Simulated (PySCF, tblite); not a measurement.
# C₈H₁₂Si: geometry, infrared bands and NMR shifts

What infrared bands and NMR shifts should C₈H₁₂Si (`C=CC1=CC(C)=C[SiH2]C1`) show?

Computed with tblite 0.8.0 and PySCF 2.14.0, with density-fitted response routines of our own, on a single molecule in the gas phase. Atoms count from 0, in the outputs and in this text.

## (1) Starting geometry

21 atoms, charge 0, multiplicity 1; geometry from: force field or distance geometry start.

Bonds of the start (Å): C0–C1 1.35, C1–C2 1.44, C2–C3 1.36, C3–C4 1.45, C4–C5 1.51, C4–C6 1.35, C6–Si7 1.84, Si7–C8 1.88, C8–C2 1.52, C0–H9 1.08, C0–H10 1.08, C1–H11 1.09, C3–H12 1.09, C5–H13 1.09, C5–H14 1.09, C5–H15 1.09, C6–H16 1.08, Si7–H17 1.49, Si7–H18 1.48, C8–H19 1.10, C8–H20 1.10.

## (2) Relaxing the molecule with GFN2-xTB

What the job is given:

```
{"job": {"kind": "relax", "xc": "GFN2-xTB", "basis": "xTB"}, "charge": 0, "multiplicity": 1}
C      2.831700    -0.819200     1.806100
C      1.932300    -1.131500     0.844800
C      0.794800    -0.343200     0.430200
C     -0.001700    -0.824600    -0.566800
C     -1.195200    -0.220800    -1.135900
C     -1.864700    -1.019000    -2.235400
C     -1.688900     0.974200    -0.764500
Si    -0.920900     1.998600     0.563200
C      0.563500     0.990700     1.130200
H      3.637600    -1.492500     2.042800
H      2.770300     0.100700     2.378100
H      2.082600    -2.090400     0.344700
H      0.247600    -1.798300    -0.983700
H     -2.740700    -0.511900    -2.634600
H     -2.185600    -1.984800    -1.849900
H     -1.171600    -1.179600    -3.055100
H     -2.574900     1.398800    -1.212900
H     -1.893700     2.200400     1.668400
H     -0.513200     3.315600     0.019500
H      0.440800     0.820100     2.211000
H      1.440900     1.633500     0.999600
```

Command:

```bash
$ OMP_NUM_THREADS=1 python probes_run.py task.json out
```

One launch serves the whole session: the jobs run in the order shown.

**Question.** This job is followed by: GFN2-xTB harmonic vibrations, gas phase; GIAO PBE0/pcSseg-1 NMR shielding, non-relativistic, gas phase. Predict these results of the whole session: strongest single infrared mode (GFN2-xTB); zero-point energy (GFN2-xTB); ¹³C shifts against TMS (PBE0/pcSseg-1); ¹H shifts against TMS (PBE0/pcSseg-1, means over atoms taken as alike); ²⁹Si shifts against TMS (PBE0/pcSseg-1).

The runs gave:

| quantity | value |
| --- | --- |
| strongest single infrared mode (GFN2-xTB) | 2182 cm⁻¹, 487 km/mol |
| zero-point energy (GFN2-xTB) | 104.9 kcal/mol |
| ¹³C shifts against TMS (PBE0/pcSseg-1) | 159.2, 151.2, 143.8, 137.3, 120.3, 120.0, 32.3, 2.9 ppm |
| ¹H shifts against TMS (PBE0/pcSseg-1, means over atoms taken as alike) | 6.70, 5.89, 5.83, 5.59, 5.51, 4.68, 2.04, 1.70 ppm |
| ²⁹Si shifts against TMS (PBE0/pcSseg-1) | -61.5 ppm |

In words: Over 27 steps the energy fell by 0.106 eV; of the close pairs, C2–C8 changed most, 1.524 to 1.499 Å. The lowest mode is imaginary (30i cm⁻¹), so the xTB geometry is not a minimum. The strongest single mode, at 2182 cm⁻¹, moves mainly H18 and H17. GFN2-xTB is a fitted tight-binding method: band positions and strengths are rough. Its intensities can rank the bands wrongly. At PBE0/pcSseg-1: Shielding is most anisotropic at C4 (span 260 ppm, paramagnetic term -231 ppm).
